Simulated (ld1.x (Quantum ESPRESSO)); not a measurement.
**Tantalum: generating and testing a TM potential**

Aim: build the potential from the settings below, then test how well it stands in for the atom: other configurations, scattering, ghost states and the plane-wave cutoff that it needs.

The numbers are computed with ld1.x (Quantum ESPRESSO) 7.5 (PBE, scalar-relativistic, spin-unpolarised reference atom).

### 1 Settings

The settings as typed:

```
element                 : tantalum (Ta, Z = 73)
type                    : norm-conserving Troullier–Martins (Kleinman–Bylander form)
frozen core             : [Xe]
valence charge          : 19
reference configuration : 4f14 5d3 6s2 6p0
partial waves           : 6s (bound): rc 2.95 bohr; 6p (bound, empty): rc 3.25 bohr; 4f (bound): rc 0.95 bohr; 5d (bound): rc 1.95 bohr
local potential         : the d channel
core correction         : not asked for
```

The outer shells as boxes (Hund's rule for the drawing; the calculation is spin-unpolarised):

```
[Xe] core
4f [↑↓][↑↓][↑↓][↑↓][↑↓][↑↓][↑↓]
5d [↑ ][↑ ][↑ ][  ][  ]
6s [↑↓]
6p [  ][  ][  ]
```

The nodes and maxima of the atom's own shells, from an earlier all-electron run, set the scale for the radii.

All-electron outer shells of the reference configuration (PBE, scalar-relativistic, ld1.x):

| shell | level (eV) | outermost node (bohr) | outermost maximum (bohr) |
| --- | --- | --- | --- |
| 5s | -73.00 | 0.54 | 0.98 |
| 5p | -39.40 | 0.58 | 1.13 |
| 4f | -24.70 | – | 0.44 |
| 6s | -5.44 | 1.32 | 2.78 |
| 5d | -3.59 | 0.65 | 1.58 |
| 6p | -1.39 | 1.60 | 3.89 |

### 2 Generating the potential

Contents of Ta.in:

```
 &input
   title='Ta', zed=73., rel=1, dft='PBE', iswitch=3,
   config='[Xe] 4f14 5d3 6s2 6p0',
   nld=4, rlderiv=3.55, eminld=-4.0, emaxld=5.0, deld=0.02
 /
 &inputp
   pseudotype=2, tm=.true., lloc=2,
   nlcc=.false.,
   file_pseudopw='Ta.UPF', file_wfcaegen='ae.wfc', file_wfcncgen='nc.wfc', file_beta='beta', file_chi='chi'
 /
4
6S  1  0   2.00   0.00  2.95  2.95  0.0
6P  2  1   0.00   0.00  3.25  3.25  0.0
4F  4  3  14.00   0.00  0.95  0.95  0.0
5D  3  2   3.00   0.00  1.95  1.95  0.0
 &test
   configts(1)='4f14 5d3 6s2 6p0'
 /
```

Command:

```bash
$ ld1.x < Ta.in > Ta.out
```

The output, Ta.out (without the banner and most projector matrices):

```text
     Program LD1 v.7.5
     --------------------------- All-electron run ----------------------------

     Ta
     scalar relativistic calculation

     atomic number is 73.00
     dft =PBE   lsd =0 sic =0 latt =0  beta=0.20 tr2=1.0E-14
     Exchange-correlation= PBE
                           (   1   4   3   4   0   0   0)
     mesh =1273 r(mesh) = 100.43799 a.u. xmin = -7.00 dx = 0.01250
     1 Ry =  13.60569312 eV, c = 137.03599908

     n l     nl                  e(Ry)          e(Ha)          e(eV)
     1 0     1S 1( 2.00)     -4951.7605     -2475.8802    -67372.1337
     2 0     2S 1( 2.00)      -850.7551      -425.3776    -11575.1131
     2 1     2P 1( 6.00)      -745.4767      -372.7383    -10142.7271
     3 0     3S 1( 2.00)      -194.8940       -97.4470     -2651.6676
     3 1     3P 1( 6.00)      -163.5864       -81.7932     -2225.7059
     4 0     4S 1( 2.00)       -39.7359       -19.8680      -540.6347
     4 1     4P 1( 6.00)       -29.4680       -14.7340      -400.9329
     3 2     3D 1(10.00)      -127.0809       -63.5405     -1729.0238
     5 0     5S 1( 2.00)        -5.3656        -2.6828       -73.0021
     5 1     5P 1( 6.00)        -2.8957        -1.4479       -39.3986
     4 2     4D 1(10.00)       -16.3309        -8.1655      -222.1936
     4 3     4F 1(14.00)        -1.8157        -0.9079       -24.7045
     5 2     5D 1( 3.00)        -0.2639        -0.1320        -3.5906
     6 0     6S 1( 2.00)        -0.4000        -0.2000        -5.4422
     6 1     6P 1( 0.00)        -0.1023        -0.0511        -1.3912

     final scf error:  3.6E-15 reached in  29 iterations

     Etot =  -31209.127621 Ry,  -15604.563811 Ha, -424621.813051 eV

     Ekin =   34296.311234 Ry,   17148.155617 Ha,  466625.085897 eV
     Encl =  -77083.937462 Ry,  -38541.968731 Ha,-1048780.397823 eV
     Eh   =   12208.679052 Ry,    6104.339526 Ha,  166107.540617 eV
     Exc  =    -630.180445 Ry,    -315.090222 Ha,   -8574.041741 eV

     normalization and overlap integrals

     s(1S/1S) =  1.000000  <r> =   0.0187  <r2> =    0.0005  r(max) =   0.0116
     s(2S/2S) =  1.000000  <r> =   0.0789  <r2> =    0.0074  r(max) =   0.0670
     s(2P/2P) =  1.000000  <r> =   0.0706  <r2> =    0.0061  r(max) =   0.0549
     s(3S/3S) =  1.000000  <r> =   0.2048  <r2> =    0.0479  r(max) =   0.1891
     s(3P/3P) =  1.000000  <r> =   0.2049  <r2> =    0.0487  r(max) =   0.1868
     s(4S/4S) =  1.000000  <r> =   0.4587  <r2> =    0.2376  r(max) =   0.4262
     s(4P/4P) =  1.000000  <r> =   0.4877  <r2> =    0.2706  r(max) =   0.4480
     s(3D/3D) =  1.000000  <r> =   0.1856  <r2> =    0.0404  r(max) =   0.1529
     s(5S/5S) =  1.000000  <r> =   1.1000  <r2> =    1.3609  r(max) =   0.9847
     s(5P/5P) =  1.000000  <r> =   1.2940  <r2> =    1.9028  r(max) =   1.1298
     s(4D/4D) =  1.000000  <r> =   0.5231  <r2> =    0.3173  r(max) =   0.4593
     s(4F/4F) =  1.000000  <r> =   0.6395  <r2> =    0.5210  r(max) =   0.4424
     s(5D/5D) =  1.000000  <r> =   2.2575  <r2> =    6.3202  r(max) =   1.5833
     s(6S/6S) =  1.000000  <r> =   3.2994  <r2> =   12.4368  r(max) =   2.7789
     s(6P/6P) =  1.000000  <r> =   4.9596  <r2> =   28.8401  r(max) =   3.8944

     ------------------------ End of All-electron run ------------------------

     --------------------- Generating NC pseudopotential ---------------------

      Generating local pot.: lloc=2, matching radius rcloc =   1.9500

      Wfc   6S  rcut= 2.958  Using Troullier-Martins method

      Wfc   6P  rcut= 3.269  Using Troullier-Martins method

      Wfc   4F  rcut= 0.960  Using Troullier-Martins method

     ------------------- End of pseudopotential generation -------------------

     [... the all-electron block is printed once more ...]


     Computing logarithmic derivative in   3.54596
     Computing logarithmic derivative in   3.54596
     Computing the partial wave expansion
     R is outside the sphere for l=    0 j= 0.00
     R is outside the sphere for l=    1 j= 0.00
       no projector for channel:   2
     R is outside the sphere for l=    3 j= 0.00

     ---------------------- Testing the pseudopotential ----------------------

     Ta
     scalar relativistic calculation

     atomic number is 73.00   valence charge is 19.00
     dft =PBE   lsd =0 sic =0 latt =0  beta=0.20 tr2=1.0E-14
     mesh =1273 r(mesh) = 100.43799 xmin = -7.00 dx = 0.01250

     n l     nl             e AE (Ry)        e PS (Ry)    De AE-PS (Ry)
     4 3     4F   1(14.00)       -1.81574       -1.81574       -0.00001
     3 2     5D   1( 3.00)       -0.26390       -0.26390       -0.00000
     1 0     6S   1( 2.00)       -0.40000       -0.40000        0.00000
     2 1     6P   1( 0.00)       -0.10225       -0.10225       -0.00000

     eps = 3.5E-15  iter = 26

     Etot =  -31209.127621 Ry,  -15604.563811 Ha, -424621.813051 eV
     Etotps =  -359.977208 Ry,    -179.988604 Ha,   -4897.739423 eV

     Ekin =     741.133107 Ry,     370.566553 Ha,   10083.629613 eV
     Encl =    -788.456088 Ry,    -394.228044 Ha,  -10727.491578 eV
     Ehrt =     344.755420 Ry,     172.377710 Ha,    4690.636453 eV
     Ecxc =     -39.435074 Ry,     -19.717537 Ha,    -536.541522 eV
     Epseu=    -617.974572 Ry,    -308.987286 Ha,   -8407.972389 eV

     ---------------------- End of pseudopotential test ----------------------
```

Run time: 2.8 s. Hardware: 1 thread of AMD EPYC 9R45, shared host. (Generation and the later configuration tests together.)

Partial waves on a coarse radial grid (AE all-electron, PS pseudo):

```tsv
r (bohr)	6p AE	6p PS
0.163	-0.0741	0.0014
0.325	0.0979	0.0054
0.488	0.0692	0.0122
0.650	-0.0645	0.0219
0.813	-0.1631	0.0346
0.975	-0.1968	0.0504
1.138	-0.1785	0.0696
1.300	-0.1278	0.0922
1.463	-0.0598	0.1184
1.625	0.0136	0.1479
1.788	0.0868	0.1809
1.950	0.1551	0.2163
2.113	0.2174	0.2538
2.275	0.2723	0.2917
2.438	0.3201	0.3291
2.600	0.3606	0.3640
2.763	0.3947	0.3956
2.925	0.4223	0.4224
3.088	0.4443	0.4443
3.250	0.4609	0.4609
3.413	0.4730	0.4730
3.575	0.4808	0.4808
3.738	0.4850	0.4850
3.900	0.4861	0.4861
4.063	0.4844	0.4844
4.225	0.4804	0.4804
```

### 3 Configuration tests

Contents of Ta.test.in:

```
 &input
   title='Ta', zed=73., rel=1, dft='PBE', iswitch=2,
   config='[Xe] 4f14 5d3 6s2 6p0'
 /
 &test
   file_pseudo='Ta.UPF', nconf=8,
   configts(1)='4f14 5d3 6s2 6p0',
   configts(2)='4f14 5d3 6s1 6p0',
   configts(3)='4f14 5d3 6s0 6p0',
   configts(4)='4f14 5d2 6s0 6p0',
   configts(5)='4f14 5d3 6s0 6p2',
   configts(6)='4f13 5d4 6s1 6p0',
   configts(7)='4f14 5d2 6s2 6p0',
   configts(8)='4f14 5d1 6s0 6p0'
 /
```

Command:

```bash
$ ld1.x < Ta.test.in > Ta.test.out
```

Ta.test.out, the pseudopotential blocks, each with the warnings that came before it:

```text
     ---------------------- Testing the pseudopotential ----------------------

     Ta
     scalar relativistic calculation

     atomic number is 73.00   valence charge is 19.00
     dft =PBE   lsd =0 sic =0 latt =0  beta=0.20 tr2=1.0E-14
     mesh =1273 r(mesh) = 100.43799 xmin = -7.00 dx = 0.01250

     n l     nl             e AE (Ry)        e PS (Ry)    De AE-PS (Ry)
     4 3     4F   1(14.00)       -1.81574       -1.81574       -0.00001
     3 2     5D   1( 3.00)       -0.26390       -0.26390       -0.00000
     1 0     6S   1( 2.00)       -0.40000       -0.40000        0.00000
     2 1     6P   1( 0.00)       -0.10225       -0.10225       -0.00000

     eps = 8.4E-15  iter = 20

     Etot =  -31209.127621 Ry,  -15604.563811 Ha, -424621.813051 eV
     Etotps =  -359.977208 Ry,    -179.988604 Ha,   -4897.739429 eV

     Ekin =     741.133105 Ry,     370.566552 Ha,   10083.629585 eV
     Encl =    -788.456088 Ry,    -394.228044 Ha,  -10727.491580 eV
     Ehrt =     344.755421 Ry,     172.377710 Ha,    4690.636454 eV
     Ecxc =     -39.435074 Ry,     -19.717537 Ha,    -536.541521 eV
     Epseu=    -617.974571 Ry,    -308.987285 Ha,   -8407.972367 eV

     ---------------------- End of pseudopotential test ----------------------

     Warning: n=2, l=1 expected 0 nodes, found 1
     ---------------------- Testing the pseudopotential ----------------------

     Ta
     [...]
     n l     nl             e AE (Ry)        e PS (Ry)    De AE-PS (Ry)
     4 3     4F   1(14.00)       -2.34510       -2.33258       -0.01252  !
     3 2     5D   1( 3.00)       -0.77071       -0.76931       -0.00140
     1 0     6S   1( 1.00)       -0.85403       -0.85231       -0.00172
     2 1     6P   1( 0.00)       -0.48603       -0.57335        0.08732  !

     eps = 5.7E-15  iter = 32

     Etot =  -31208.505287 Ry,  -15604.252643 Ha, -424613.345756 eV
     Etotps =  -359.355153 Ry,    -179.677577 Ha,   -4889.275938 eV
     dEtot_ae =       0.622335 Ry
     dEtot_ps =       0.622055 Ry,   Delta E=       0.000280 Ry

     [...]
     ---------------------- End of pseudopotential test ----------------------

     Warning: n=4, l=3 expected 0 nodes, found 1
     ---------------------- Testing the pseudopotential ----------------------

     Ta
     [...]
     n l     nl             e AE (Ry)        e PS (Ry)    De AE-PS (Ry)
     4 3     4F   1(14.00)       -2.95963       -2.92998       -0.02965  !
     3 2     5D   1( 3.00)       -1.34589       -1.33772       -0.00818  !
     1 0     6S   1( 0.00)       -1.35483       -1.34180       -0.01303  !
     2 1     6P   1( 0.00)       -0.92183       -1.18372        0.26189  !

     eps = 3.7E-15  iter = 13

     Etot =  -31207.404856 Ry,  -15603.702428 Ha, -424598.373630 eV
     Etotps =  -358.260421 Ry,    -179.130210 Ha,   -4874.381345 eV
     dEtot_ae =       1.722766 Ry
     dEtot_ps =       1.716787 Ry,   Delta E=       0.005978 Ry

     [...]
     ---------------------- End of pseudopotential test ----------------------

     Warning: n=1, l=0 expected 0 nodes, found 1
     ---------------------- Testing the pseudopotential ----------------------

     Ta
     [...]
     n l     nl             e AE (Ry)        e PS (Ry)    De AE-PS (Ry)
     4 3     4F   1(14.00)       -3.88548       -3.89113        0.00565  !
     3 2     5D   1( 2.00)       -2.14090       -2.12960       -0.01130  !
     1 0     6S   1( 0.00)       -1.99759       -2.00700        0.00941  !
     2 1     6P   1( 0.00)       -1.47763       -1.47763        0.00000

     eps = 5.6E-15  iter = 16

     Etot =  -31205.670024 Ry,  -15602.835012 Ha, -424574.770038 eV
     Etotps =  -356.535031 Ry,    -178.267515 Ha,   -4850.906214 eV
     dEtot_ae =       3.457598 Ry
     dEtot_ps =       3.442178 Ry,   Delta E=       0.015420 Ry

     [...]
     ---------------------- End of pseudopotential test ----------------------

     BEWARE! Errors in PS-KS equations
     Warning: n=3, l=2 expected 0 nodes, found 1
     ---------------------- Testing the pseudopotential ----------------------

     Ta
     [...]
     n l     nl             e AE (Ry)        e PS (Ry)    De AE-PS (Ry)
     4 3     4F   1(14.00)       -2.03062       -2.92998        0.89936  !
     3 2     5D   1( 3.00)       -0.44460       -1.33772        0.89311  !
     1 0     6S   1( 0.00)       -0.53050       -0.53050        0.00000
     2 1     6P   1( 2.00)       -0.19814       -0.19814        0.00000

     eps = 5.2E-15  iter = 34

     Etot =  -31208.495905 Ry,  -15604.247952 Ha, -424613.218109 eV
     Etotps =  -358.656704 Ry,    -179.328352 Ha,   -4879.773058 eV
     dEtot_ae =       0.631717 Ry
     dEtot_ps =       1.320504 Ry,   Delta E=      -0.688787 Ry

     [...]
     ---------------------- End of pseudopotential test ----------------------

     ---------------------- Testing the pseudopotential ----------------------

     Ta
     [...]
     n l     nl             e AE (Ry)        e PS (Ry)    De AE-PS (Ry)
     4 3     4F   1(13.00)       -2.97844       -3.16600        0.18756  !
     3 2     5D   1( 4.00)       -0.86698       -0.89240        0.02542  !
     1 0     6S   1( 1.00)       -0.88175       -0.86646       -0.01529  !
     2 1     6P   1( 0.00)       -0.49682       -0.49682        0.00000

     eps = 8.9E-15  iter = 47

     Etot =  -31206.661502 Ry,  -15603.330751 Ha, -424588.259788 eV
     Etotps =  -357.441766 Ry,    -178.720883 Ha,   -4863.242973 eV
     dEtot_ae =       2.466119 Ry
     dEtot_ps =       2.535443 Ry,   Delta E=      -0.069323 Ry

     [...]
     ---------------------- End of pseudopotential test ----------------------

     ---------------------- Testing the pseudopotential ----------------------

     Ta
     [...]
     n l     nl             e AE (Ry)        e PS (Ry)    De AE-PS (Ry)
     4 3     4F   1(14.00)       -2.53540       -2.56624        0.03085  !
     3 2     5D   1( 2.00)       -0.88971       -0.89187        0.00216
     1 0     6S   1( 2.00)       -0.92122       -0.92062       -0.00060
     2 1     6P   1( 0.00)       -0.52768       -0.52768        0.00000

     eps = 2.3E-15  iter = 33

     Etot =  -31208.563101 Ry,  -15604.281551 Ha, -424614.132363 eV
     Etotps =  -359.411850 Ry,    -179.705925 Ha,   -4890.047339 eV
     dEtot_ae =       0.564520 Ry
     dEtot_ps =       0.565358 Ry,   Delta E=      -0.000838 Ry

     [...]
     ---------------------- End of pseudopotential test ----------------------

     ---------------------- Testing the pseudopotential ----------------------

     Ta
     [...]
     n l     nl             e AE (Ry)        e PS (Ry)    De AE-PS (Ry)
     4 3     4F   1(14.00)       -4.92260       -4.97846        0.05586  !
     3 2     5D   1( 1.00)       -3.02439       -3.00863       -0.01576  !
     1 0     6S   1( 0.00)       -2.70378       -3.03898        0.33520  !
     2 1     6P   1( 0.00)       -2.09820       -2.09820        0.00000

     eps = 7.5E-15  iter =  8

     Etot =  -31203.094456 Ry,  -15601.547228 Ha, -424539.727651 eV
     Etotps =  -353.972349 Ry,    -176.986175 Ha,   -4816.039157 eV
     dEtot_ae =       6.033166 Ry
     dEtot_ps =       6.004859 Ry,   Delta E=       0.028306 Ry

     [...]
     ---------------------- End of pseudopotential test ----------------------
```

1 test gave no usable energy difference (4f14 5d3 6s0 6p2).

Energies count from the reference configuration 4f14 5d3 6s2 6p0; the error is all-electron less pseudo. A star marks tests that logged a warning.

| valence configuration | charge | ΔE all-electron (eV) | error AE − PS (meV) |
| --- | --- | --- | --- |
| 4f14 5d3 6s1 6p0 * | +1 | 8.467 | +3.8 |
| 4f14 5d3 6s0 6p0 * | +2 | 23.439 | +81 |
| 4f14 5d2 6s0 6p0 * | +3 | 47.043 | +210 |
| 4f13 5d4 6s1 6p0 | +1 | 33.553 | -943 |
| 4f14 5d2 6s2 6p0 | +1 | 7.681 | -11 |
| 4f14 5d1 6s0 6p0 | +4 | 82.085 | +385 |

### 4 Scattering by logarithmic derivatives

Taken from the files of the generation run. The phase is arctan(r·u′/u) with u = r·R, unwrapped, with energies in Ry. A pole is an energy at which the radial function vanishes at the test radius. The pseudo phase is shifted by a multiple of π to meet the all-electron one at the reference energy. Levels narrower than the energy grid can be missing from the poles. The last column is the largest difference on the grid between −1 and +1 Ry.

| channel | radius (bohr) | reference (Ry) | poles AE | poles PS | window around the reference with phases within 0.05 rad (Ry) | largest difference near zero (rad) |
| --- | --- | --- | --- | --- | --- | --- |
| s | 3.55 | -0.40 | 0.38, 4.99 | -3.11, 0.37, 3.93 | -3.1 to 1.6 | 0.007 |
| p | 3.55 | -0.10 | -2.88, 1.33 | -0.46, 1.36 | -0.4 to 2.9 | 3.128 |
| d | 3.55 | -0.26 | -0.07, 3.10 | -0.07, 3.07 | below 4.9 | 0.002 |
| f | 3.55 | -1.82 | -1.81, 2.22 | -1.81, 2.31 | below 0.9 | 0.024 |

Phases (rad) along the scan:

```tsv
E (Ry)	p AE	p PS	s AE	s PS
-4.00	1.421	1.422	1.417	4.558
-3.52	1.408	1.411	1.405	4.545
-3.04	1.381	1.396	1.388	1.392
-2.56	-1.754	1.378	1.366	1.366
-2.08	-1.784	1.352	1.332	1.332
-1.60	-1.823	1.312	1.272	1.272
-1.12	-1.889	1.243	1.133	1.132
-0.64	-2.038	1.075	0.396	0.395
-0.16	-2.646	-2.645	-1.285	-1.285
0.32	-4.205	-4.192	-1.554	-1.557
0.80	-4.578	-4.569	-1.666	-1.672
1.28	-4.704	-4.697	-1.766	-1.787
1.76	-4.782	-4.778	-1.938	-2.040
2.24	-4.860	-4.861	-2.577	-3.483
2.72	-4.981	-5.005	-4.103	-4.421
3.20	-5.333	-5.598	-4.469	-4.599
3.68	-6.914	-7.338	-4.587	-4.681
4.16	-7.548	-7.662	-4.648	-4.740
4.64	-7.700	-7.763	-4.689	-4.804
```

### 5 Cutoff and ghost test in a Bessel basis

This step uses the generator's waves and projectors in a separate script. Basis: spherical Bessel functions vanishing at 20 bohr, q² up to the cutoff; potential fixed at the reference.

All-electron valence levels (Ry): 6s -0.4000, 6p -0.1022, 4f -1.8157, 5d -0.2639. The lowest levels of each channel (Ry) by cutoff; the last column sums, over occupied levels, occupation times the distance from the level at 400 Ry. A positive value at high cutoff is not a bound level.

```tsv
cutoff (Ry)	s #1	s #2	p #1	p #2	f #1	d #1	Σ f·Δε (mRy)
8	-1.8648	-0.3962	-0.1022	0.0478	0.1067	-0.0767	27457.2
18	-3.0882	-0.3999	-0.3934	-0.1022	0.1066	-0.2441	26947.4
35	-3.1161	-0.4000	-0.4769	-0.1022	0.1066	-0.2638	26887.9
55	-3.1168	-0.4000	-0.4772	-0.1022	0.1066	-0.2639	26887.7
90	-3.1168	-0.4000	-0.4773	-0.1022	0.1066	-0.2639	26887.7
140	-3.1168	-0.4000	-0.4773	-0.1022	0.1066	-0.2639	26887.7
230	-3.1168	-0.4000	-0.4773	-0.1022	-1.1353	-0.2639	9500.0
400	-3.1168	-0.4000	-0.4773	-0.1022	-1.8139	-0.2639	0.0
```

The sum stays within 10 mRy only somewhere over 300 Ry and within 1 mRy only somewhere over 300 Ry. The sum leaves out empty levels, which can need more. Ghost test: ghost states, bound below the all-electron valence or empty levels of the same l: s at -42.4 eV, p at -6.5 eV.

### 6 Results

```
                                                quantity                                             value
               cutoffs for 10 and 1 mRy, occupied levels                       over 300 Ry and over 300 Ry
                                            bound ghosts                     s at -42.41 eV, p at -6.49 eV
                            largest test error (AE − PS)  -943 meV, for 4f13 5d4 6s1 6p0 (1 test unsolved)
largest phase difference near zero energy, channels read                                         3.128 rad
```

What this shows: It has a bound ghost (s, p), a state that the atom doesn't have, and that rules the file out. By total energies transferability is poor: the largest error is 943 meV on 33.6 eV, for 4f13 5d4 6s1 6p0. Of the tests 1 gave no usable energy difference, which is a warning in itself. By its cutoff, over 300 Ry for the looser tolerance, it is very hard. The slowest occupied level is 4f: taken alone it needs over 300 Ry to come within 1 mRy, against 30 Ry for 5d. Near zero energy the largest phase difference among the channels read is 3.13 rad, in the p channel. A step near π is an extra or missing state, not a misfit of shape. The pseudo curves have poles with no partner nearby in the atom's: s at -3.11 Ry, p at -0.46 Ry.
